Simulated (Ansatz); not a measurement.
# Co14NiW5: the cost of one run

Method: DFT PBE, scalar-relativistic, plane waves, PAW, in Ansatz 0.2.0.

**1. Starting point**

The cell holds 20 atoms (Co14NiW5): a = 6.412 Å, b = 6.156 Å, c = 6.644 Å, α = 89.00°, β = 94.63°, γ = 91.19°.

14 Co, 5 W, 1 Ni were thrown into a skewed cell at random, at 1.05 times a reference volume of the solid, and pushed apart as soft spheres.

The coordinates stand in the first input below.

**2. Dynamics at 3260 K**

The cutoff is lowered while the worst contacts of the packing are taken out. One k point, a Fermi-Dirac width of 0.281 eV and a fixed cell.

Input file input.yaml:

```yaml
crystal:
  lattice:
    - [6.406714, -0.063904, -0.263382]
    - [-0.063904, 6.155814, 0.054563]
    - [-0.263382, 0.054563, 6.638059]
  atoms:
    - { symbol: Co, position: [0.7504983041, 0.8960820449, 0.5157708049] }
    - { symbol: Co, position: [0.5193043188, 0.253616508, 0.6512644801] }
    - { symbol: Co, position: [0.3274787547, 0.512765719, 0.7972883033] }
    - { symbol: Co, position: [0.3164109143, 0.3086417826, 0.3147045832] }
    - { symbol: Co, position: [0.500395845, 0.6048004846, 0.4838849709] }
    - { symbol: Co, position: [0.5299359738, 0.0177699889, 0.2134443063] }
    - { symbol: Co, position: [0.3294501234, 0.6686866659, 0.1446854716] }
    - { symbol: Co, position: [0.8616783091, 0.183843898, 0.8232350192] }
    - { symbol: Co, position: [0.004175653, 0.4635343684, 0.0545768369] }
    - { symbol: Co, position: [0.6099625243, 0.3511772315, 0.0118208073] }
    - { symbol: Co, position: [0.3408744949, 0.9524496345, 0.4880711003] }
    - { symbol: Co, position: [0.7085291512, 0.6766392475, 0.1930437044] }
    - { symbol: Co, position: [0.7771177406, 0.5437357909, 0.7409009683] }
    - { symbol: Co, position: [0.2714923451, 0.1958793222, 0.9712042437] }
    - { symbol: W, position: [0.0668025471, 0.6276411683, 0.4526909725] }
    - { symbol: W, position: [0.0850659748, 0.8356042345, 0.8170117739] }
    - { symbol: W, position: [0.5448176997, 0.8780624782, 0.8523251099] }
    - { symbol: W, position: [0.0046175954, 0.9902857079, 0.1974215455] }
    - { symbol: W, position: [0.8043474923, 0.3049911036, 0.3876493781] }
    - { symbol: Ni, position: [0.1468303821, 0.2229286955, 0.6208211343] }
  symmetry: { detect: false }
basis:
  ecutwfc: 320
  xc_grid: 1
kpoints:
  mp_grid: { grid: [1, 1, 1], shift: [0.25, 0.25, 0.25] }
hamiltonian:
  xc: pbe
scf:
  occupations: { method: fermi_dirac, width: 0.2809 }
  lower_state_search: "off"
  convergence: { dr2_threshold: 1.0e-05 }
output:
  forces: true
  stress: true
md:
  timestep: 3.0
  n_steps: 24
  ensemble: nvt_langevin
  friction: 0.03
  temperature: 3260.0
  initial_velocities: maxwell_boltzmann
  seed: 89018
```

On the command line:

```
> ansatz run input.yaml --threads 2 --pin off --max-ram 5120MiB --backend cpu --events-out ev --progress --plain --runs-dir out
```

**Question.** How long does this run take on 2 threads of Intel Xeon 6975P-C (Granite Rapids), shared host, and how much memory does it need?

About 38 s, with a peak of 0.55 GiB.
